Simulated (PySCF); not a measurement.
# Ways to converge the SCF of Sb²⁺

The same problem is solved with other solver options, one edit a run.

Program: PySCF 2.14.0. Level of theory: each script names its method and basis. These are calculated values, not measurements.

1 further run of the same task is left out (it didn't finish).

**1. The atom**

Sb²⁺: 1 atom, charge 2, spin multiplicity 2.

**2. The run that the others are compared with**

Input file input.py:

```python
from pyscf import gto, scf, tdscf

mol = gto.M(
    atom='Sb 0 0 0',
    basis='crenbl',
    ecp={'Sb': 'crenbl'},
    charge=2,
    spin=1,
    verbose=4,
)
mf = scf.UHF(mol)
mf.kernel()
td = tdscf.TDA(mf)
td.nstates = 6
td.kernel()
td.analyze(verbose=3)
mf.dip_moment()
print('orbital energies (hartree):', [e[max(0, n-3):n+3].round(4) for e, n in zip(mf.mo_energy, mol.nelec)])
```

Run with:

```console
OMP_NUM_THREADS=1 python input.py
```

The log of this run is left out.

It gives: E(SCF) = -79.701969 Eh, 8 cycles, ⟨S²⟩ = 0.757, excitations 0.18, 0.18, 6.73, 6.73, 9.53 eV.

**3. Initial guess sap**

Run 1 changes initial guess: minao → sap.

Input file input.py:

```python
from pyscf import gto, scf, tdscf

mol = gto.M(
    atom='Sb 0 0 0',
    basis='crenbl',
    ecp={'Sb': 'crenbl'},
    charge=2,
    spin=1,
    verbose=4,
)
mf = scf.UHF(mol)
mf.init_guess = 'sap'
mf.kernel()
td = tdscf.TDA(mf)
td.nstates = 6
td.kernel()
td.analyze(verbose=3)
mf.dip_moment()
print('orbital energies (hartree):', [e[max(0, n-3):n+3].round(4) for e, n in zip(mf.mo_energy, mol.nelec)])
```

Run with:

```console
OMP_NUM_THREADS=1 python input.py
```

**4. Initial guess huckel**

Run 2 changes initial guess: minao → huckel.

input.py: that of step 2 with these lines changed.

```diff
@@ -11,2 +11,3 @@
 mf = scf.UHF(mol)
+mf.init_guess = 'huckel'
 mf.kernel()
```

**5. Level shift 0.1 hartree**

Run 3 changes level shift: none → 0.1 hartree.

input.py: that of step 2 with these lines changed.

```diff
@@ -11,2 +11,3 @@
 mf = scf.UHF(mol)
+mf.level_shift = 0.1
 mf.kernel()
```

**6. Level shift 0.5 hartree**

Run 4 changes level shift: none → 0.5 hartree.

input.py: that of step 2 with these lines changed.

```diff
@@ -11,2 +11,3 @@
 mf = scf.UHF(mol)
+mf.level_shift = 0.5
 mf.kernel()
```

**7. Damping 0.8**

Run 5 changes damping: none → 0.8.

input.py: that of step 2 with these lines changed.

```diff
@@ -11,2 +11,4 @@
 mf = scf.UHF(mol)
+mf.damp = 0.8
+mf.diis_start_cycle = 8
 mf.kernel()
```

**8. Convergence threshold 1e-13 hartree**

Run 6 changes convergence threshold: default → 1e-13 hartree.

input.py: that of step 2 with these lines changed.

```diff
@@ -11,2 +11,3 @@
 mf = scf.UHF(mol)
+mf.conv_tol = 1e-13
 mf.kernel()
```

Before running it: what results should come out? Wanted: for each run, E(SCF); from base; gap, α spin; after the SCF.

The runs gave:

| run | E(SCF) (hartree) | from base (eV) | cycles | gap, α spin (eV) | after the SCF |
| --- | --- | --- | --- | --- | --- |
| base | -79.701969 | 0 | 8 | 8.67 | lowest root found 0.18 eV |
| initial guess sap | -79.701969 | 0.0000 | 8 | 8.67 | lowest root found 0.18 eV |
| initial guess huckel | -79.701969 | 0.0000 | 7 | 8.67 | lowest root found 0.18 eV |
| level shift 0.1 hartree | -79.701969 | 0.0000 | 8 | 8.67 | lowest root found 0.18 eV |
| level shift 0.5 hartree | -79.701969 | 0.0000 | 12 | 8.67 | lowest root found 0.18 eV |
| damping 0.8 | -79.701969 | 0.0000 | 13 | 8.67 | lowest root found 0.18 eV |
| convergence threshold 1e-13 hartree | -79.701969 | 0.0000 | 10 | 8.67 | lowest root found 0.18 eV |

Distance from each run's final energy (log10 hartree) by cycle:

| run | cycle 1 | cycle 2 | cycle 3 | cycle 5 | cycle 8 | cycle 12 |
| --- | --- | --- | --- | --- | --- | --- |
| base | -0.8 | -1.9 | -3.6 | -6.8 | < -11 | done |
| initial guess sap | 0.8 | -0.1 | -2.0 | -5.5 | -10.8 | done |
| initial guess huckel | -2.4 | -3.4 | -4.2 | -8.4 | done | done |
| level shift 0.1 hartree | -0.9 | -2.0 | -3.4 | -6.0 | -11.0 | done |
| level shift 0.5 hartree | -1.0 | -2.2 | -2.8 | -4.3 | -6.7 | -10.0 |
| damping 0.8 | -0.8 | -1.0 | -1.3 | -1.7 | -3.2 | -9.5 |
| convergence threshold 1e-13 hartree | -0.8 | -1.9 | -3.6 | -6.8 | < -11 | done |

With initial guess sap or initial guess huckel or level shift 0.1 hartree or level shift 0.5 hartree or damping 0.8 or convergence threshold 1e-13 hartree the SCF ends at the base energy. The base needs 8 cycles and the run with damping 0.8 needs 13.
